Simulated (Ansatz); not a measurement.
**TiSn3O8: the band gap up the ladder of functionals**

One table from this session's results is given with a row withheld; the runs are named, their logs left out.

Code: Ansatz 0.2.0. PAW datasets, plane waves. The cell comes from a prototype generator: it can be a known phase or a hypothetical one. Spin polarisation is off.

### The system as given

The cell was relaxed beforehand with r2SCAN.

The symmetry is Cmmm (No. 65, orthorhombic); a = 6.664 Å, b = 6.677 Å, c = 6.296 Å in the conventional setting, 11.67 Å³ an atom. Sn has 6 O at 2.05–2.07 Å; Sn has 6 O at 2.04–2.08 Å; O has 1 Ti at 1.98 Å and 2 Sn at 2.07–2.08 Å; O has 3 Sn at 2.04–2.06 Å; Ti has 6 O at 1.98 Å.

The structure in full:

Space group Cmmm (No. 65). a = 6.664 Å, b = 6.677 Å, c = 6.296 Å, α = 90.00°, β = 90.00°, γ = 90.00°
| atom | site | symmetry | x | y | z |
| --- | --- | --- | --- | --- | --- |
| Sn | 4l | mm2 | 0.0000 | 0.5000 | 0.2542 |
| Sn | 2a | mmm | 0.0000 | 0.0000 | 0.0000 |
| O | 8n | m.. | 0.0000 | 0.1908 | 0.2603 |
| O | 4g | 2mm | 0.1943 | 0.5000 | 0.0000 |
| Ti | 2d | mmm | 0.0000 | 0.0000 | 0.5000 |
| O | 4h | 2mm | 0.2029 | 0.5000 | 0.5000 |

Set-up of the first run:

input.yaml

```yaml
crystal:
  lattice:
    - [3.3385304462, -3.3319205943, 0.0]
    - [3.3385304462, 3.3319205943, 0.0]
    - [0.0, 0.0, 6.2959112439]
  atoms:
    - { symbol: Sn, position: [0.5, 0.5, 0.2542401513] }
    - { symbol: Sn, position: [0.0, 0.0, 0.0] }
    - { symbol: O, position: [0.1907775358, 0.1907775358, 0.2602620047] }
    - { symbol: O, position: [0.8092224642, 0.8092224642, 0.2602620047] }
    - { symbol: O, position: [0.6942931335, 0.3057068665, 0.0] }
    - { symbol: O, position: [0.3057068665, 0.6942931335, 0.0] }
    - { symbol: Sn, position: [0.5, 0.5, 0.7457598487] }
    - { symbol: Ti, position: [0.0, 0.0, 0.5] }
    - { symbol: O, position: [0.1907775358, 0.1907775358, 0.7397379953] }
    - { symbol: O, position: [0.8092224642, 0.8092224642, 0.7397379953] }
    - { symbol: O, position: [0.7029328806, 0.2970671194, 0.5] }
    - { symbol: O, position: [0.2970671194, 0.7029328806, 0.5] }
kpoints:
  mp_grid: { grid: [6, 6, 4] }
  band_path:
    path:
      - [[0.0, 0.0, 0.0], [0.5, 0.5, 0.0], [0.5009889543723, 0.4990110456277, 0.0]]
      - [[0.4990110456277, -0.4990110456277, 0.0], [0.0, 0.0, 0.0], [0.0, 0.0, 0.5], [0.4990110456277, -0.4990110456277, 0.5]]
      - [[0.5009889543723, 0.4990110456277, 0.5], [0.5, 0.5, 0.5], [0.5, 0.5, 0.0]]
      - [[0.0, 0.0, 0.0], [0.5, 1.169636931011e-17, 0.0], [0.5, 1.169636931011e-17, 0.5], [0.0, 0.0, 0.5], [0.5, 0.5, 0.5]]
    npoints: 10
hamiltonian:
  xc: pbe
scf:
  occupations: { method: fermi_dirac, width: 0.02 }
  n_extra_bands: 7
output:
  forces: true
  stress: true
  eigenvalues: true
```

Steps of the session up to this table: PBE bands along the symmetry lines; r2SCAN at the same geometry; HSE06 at the same geometry; PBE+SOC at the same geometry; Single point with PBE0.

One of the session's tables, all rows but one given; the rest of the session is left out.

| level | gap (eV) |
| --- | --- |
| PBE | 1.91 |
| r2SCAN | 2.40 |
| HSE06 | 3.71 |
| PBE+SOC | 1.91 |
| PBE0 | ? |

**Question.** Estimate the row for PBE0.

The run gave: gap (eV): 4.48. In the column «gap (eV)» it is the highest.

Meshes: PBE 6×6×4, r2SCAN 6×6×4, HSE06 4×4×2, PBE+SOC 6×6×4, PBE0 4×4×2

What this shows: The gap runs from 1.91 eV (PBE) to 4.48 eV (PBE0). PBE reaches 51 % of the HSE06 value, and r2SCAN 65 %. PBE0 lies 0.76 eV above HSE06, which differs from it by screening the long-range exchange.

Caveats from the session: Warnings in the runs' records: stress scf threshold loose, stress exchange threshold loose.
